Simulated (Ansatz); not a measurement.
## BH₅OSSi, SMILES OBS[SiH3]: a rigid scan of one bond angle, step by step

With Ansatz 0.2.0, Python API.

Interactive session:
```pycon
>>> from dataclasses import dataclass
>>> import ansatz as az
>>> from ase import Atoms
>>> @dataclass(frozen=True)
... class RunConfig:
...     basis_set: str = "def2-SVP"
...     xc: str = "CAM-B3LYP"
...     fmax: float = 0.02
...
>>> opts = RunConfig()
>>> atoms = Atoms(["O", "B", "S", "Si", "H", "H", "H", "H", "H"], positions=[
...     [-0.0998, 1.4335, -1.7192],
...     [0.6056, 1.2625, -0.5021],
...     [-0.3239, 1.0857, 1.1282],
...     [-0.3323, -1.0411, 0.9459],
...     [-0.3164, 0.5604, -2.0985],
...     [1.7894, 1.2413, -0.5352],
...     [0.9762, -1.6115, 0.856],
...     [-1.1332, -1.3824, -0.2641],
...     [-1.077, -1.5946, 2.1721],
... ])
>>> first = az.Crystal.molecule_from_ase(atoms).calculation()
>>> first = first.basis(gaussian=opts.basis_set)
>>> first = first.functional(opts.xc)
>>> first = first.relax(force_tolerance=opts.fmax, max_steps=80)
>>> atoms.positions = first.run(threads=1).report["positions_ang"]
>>> rows = []
>>> for angle in [85, 95, 105, 115, 125, 140, 160]:
...     bent = atoms.copy()
...     bent.set_angle(1, 2, 3, angle, indices=[3, 6, 7, 8])
...     setup = (
...         az.Crystal.molecule_from_ase(bent).calculation()
...         .basis(gaussian=opts.basis_set)
...         .functional(opts.xc)
...     )
...     rows.append((angle, setup.run(threads=1).report["free_energy_ev"]))
...
>>> floor = min(e for _, e in rows)
>>> for angle, e in rows:
...     print(f"angle B1-S2-Si3 = {angle:3d} deg   {1000 * (e - floor):9.1f} meV")
...
angle B1-S2-Si3 =  85 deg      1500.5 meV
angle B1-S2-Si3 =  95 deg       186.8 meV
angle B1-S2-Si3 = 105 deg         0.0 meV
angle B1-S2-Si3 = 115 deg        72.3 meV
angle B1-S2-Si3 = 125 deg       237.4 meV
angle B1-S2-Si3 = 140 deg       576.6 meV
angle B1-S2-Si3 = 160 deg      1054.1 meV
```

The scan is rigid, and the energies are electronic, in a modest basis. The zero is the lowest point of the grid, which needn't be the minimum. Wall time of the script: 2.1 min on 1 thread of Arm Neoverse V2, with other jobs on the host, peak memory 0.28 GiB.
